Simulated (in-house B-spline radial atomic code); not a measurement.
# Te⁹⁺: ionisation energy by several methods

Aim: the ionisation energy of Te⁹⁺ by several methods, each as the difference of two self-consistent energies (Te⁹⁺ and the next ion, [Kr] 4d6).

Program: in-house B-spline radial atomic code version 1. Level of theory: scalar-relativistic (X2C), several functionals, spin-polarised; spherical all-electron atom at the radial basis limit. These are calculated values, not measurements, unless marked.

## Step 1: What is computed

| Item | Value |
| --- | --- |
| element | tellurium (Z = 52) |
| charge | +9 |
| electrons | 43 |
| configuration | [Kr] 4d7 |
| nucleus | Fermi, rms radius 4.742 fm |

Outer shells as boxes (Hund's rule):

[Kr] 4d7
```
[Kr] core
4d [↑↓][↑↓][↑ ][↑ ][↑ ]
```

Where spins are not typed, each open shell is filled with up spins first.

## Step 2: PBE, a GGA

Settings of the run:

```ini
Z = 52
electrons = 43.0
configuration = [Kr] 4d7
hamiltonian = x2c
method = pbe,pbe
spin_polarised = True
nucleus = fermi
rms_radius = 4.7423
mass_number = 130
atomic_mass = 129.906222745
speed_of_light = 137.035999084
```

## Step 3: M06-L, a meta-GGA

Settings: those of step 2 with these lines changed.

```diff
@@ -4,3 +4,3 @@
 hamiltonian = x2c
-method = pbe,pbe
+method = m06l
 spin_polarised = True
```

## Step 4: AM05, a GGA

Settings: those of step 3 with these lines changed.

```diff
@@ -4,3 +4,3 @@
 hamiltonian = x2c
-method = m06l
+method = am05
 spin_polarised = True
```

## Step 5: OLYP, a GGA

Settings: those of step 4 with these lines changed.

```diff
@@ -4,3 +4,3 @@
 hamiltonian = x2c
-method = am05
+method = optx,lyp
 spin_polarised = True
```

## Step 6: revTPSS, a meta-GGA

Settings: those of step 5 with these lines changed.

```diff
@@ -4,3 +4,3 @@
 hamiltonian = x2c
-method = optx,lyp
+method = revtpss,revtpss
 spin_polarised = True
```

**Question.** The tabulated ionisation energy is 191.1 ± 2.2 eV (tabulated theoretical; NIST Atomic Spectra Database). What does each method give, and which comes nearest?

**Answer**, as computed:

| method | rung | total energy (hartree) | ΔSCF (eV) | −ε highest (eV) | ΔSCF less tabulated (eV) |
| --- | --- | --- | --- | --- | --- |
| PBE | GGA | -6769.0688 | 192.06 | 180.31 (4d down) | +0.96 |
| AM05 | GGA | -6763.4523 | 192.15 | 180.37 (4d down) | +1.05 |
| OLYP | GGA | -6771.6228 | 192.61 | 180.86 (4d down) | +1.51 |
| M06-L | meta-GGA | -6769.4550 | 191.97 | 180.41 (4d down) | +0.87 |
| revTPSS | meta-GGA | -6768.2071 | 191.83 | 180.12 (4d down) | +0.73 |

**Reading.** Tables give 191.1 ± 2.2 eV (tabulated theoretical; NIST Atomic Spectra Database) for the ionisation energy. revTPSS misses by +0.73 eV, the least, and OLYP by +1.51 eV (0.79 %), the most. The table's own uncertainty is as large as these misses, so the order means little. Relativistic terms that these runs lack can be as large as the gaps between close methods, so the nearest may be so by luck. PBE is off by +0.96 eV. Spin-orbit coupling is left out. Open shells are averaged (over orientations, and over spins where the run is restricted), while tables refer to the lowest levels. For the semilocal functionals minus the highest level recovers only 94 % of their own ΔSCF value, a mark of self-interaction.
